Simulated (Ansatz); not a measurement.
# CH4Cl2Ge: the cost of one run

All numbers are computed with Ansatz 0.2.0 through its Python package. Level of theory: Hartree-Fock/def2-SVP.

### Step 1. Starting point

Bond lengths: Cl1–C2 1.803 Å, C2–Cl3 1.767 Å, C2–Ge4 1.875 Å, C2–H5 1.124 Å, Ge4–H6 1.583 Å, Ge4–H7 1.542 Å, Ge4–H8 1.564 Å. Angles: Cl1–C2–Cl3 110.1°, Cl1–C2–Ge4 112.1°, Cl1–C2–H5 108.3°, Cl3–C2–Ge4 107.5°, Cl3–C2–H5 109.5°, Ge4–C2–H5 109.4°, C2–Ge4–H6 111.8°, C2–Ge4–H7 112.0°, C2–Ge4–H8 109.6°, H6–Ge4–H7 108.5°, H6–Ge4–H8 106.9°, H7–Ge4–H8 107.9°.

The script holds or builds the structure itself.

### Step 2. The script

scan_ch4cl2ge.py

```python
"""Potential curve of CH4Cl2Ge along one bond."""

import ansatz
import matplotlib.pyplot as plt
import numpy as np

geometry_ang = [
    ("Cl", (1.0057, -0.7226, 1.9436)),
    ("C", (0.9089, -0.2491, 0.2068)),
    ("Cl", (1.8735, 1.2037, -0.0809)),
    ("Ge", (-0.8486, 0.1286, -0.3248)),
    ("H", (1.3126, -1.0953, -0.4127)),
    ("H", (-1.478, 1.3101, 0.5203)),
    ("H", (-0.9331, 0.4961, -1.8204)),
    ("H", (-1.749, -1.1285, -0.0877)),
]
ch4cl2ge = ansatz.Crystal.molecule()
for symbol, xyz in geometry_ang:
    ch4cl2ge = ch4cl2ge.atom(symbol, xyz)

symbols = [site.symbol for site in ch4cl2ge.cartesian_sites]
start = np.array([site.position_ang for site in ch4cl2ge.cartesian_sites])
axis = (start[1] - start[3]) / np.linalg.norm(start[1] - start[3])
moving = [0, 1, 2, 4]
lengths, energies = [1.65, 1.725, 1.8, 1.875, 1.95, 2.025, 2.1, 2.212], []
for length in lengths:
    xyz = start.copy()
    xyz[moving] += (length - np.linalg.norm(start[1] - start[3])) * axis
    point = ansatz.Crystal.molecule()
    for symbol, place in zip(symbols, xyz):
        point = point.atom(symbol, place.tolist())
    calculation = point.calculation().basis(gaussian="def2-SVP").functional("HF")
    r = calculation.run().report
    energies.append(r["free_energy_ev"])
    print(f"r = {length:6.3f} A  E = {energies[-1]:.5f} eV  <S^2> = {abs(r['mean_field']['state']['spin_squared']):.3f}")

# quartic fit about the minimum
fit = np.polynomial.Polynomial.fit(lengths, np.array(energies) - min(energies), 4).convert()
roots = [r.real for r in fit.deriv().roots() if abs(r.imag) < 1e-9 and fit.deriv(2)(r.real) > 0]
r_e = min(roots, key=lambda r: abs(r - lengths[int(np.argmin(energies))]))
print(f"minimum of the fit at {r_e:.4f} A, force constant {fit.deriv(2)(r_e):.2f} eV/A^2")
plt.figure(figsize=(4.5, 3))
plt.plot(lengths, np.array(energies) - min(energies), "o-")
plt.xlabel("bond length (A)")
plt.ylabel("E - E(min) (eV)")
plt.tight_layout()
plt.savefig("scan.png", dpi=100)
```

### Step 3. The run

The run is started by

```bash
python scan_ch4cl2ge.py
```

What time and memory should one allow on 1 thread of Arm Neoverse V1, shared host?

About 15 s, with a peak of 0.31 GiB.
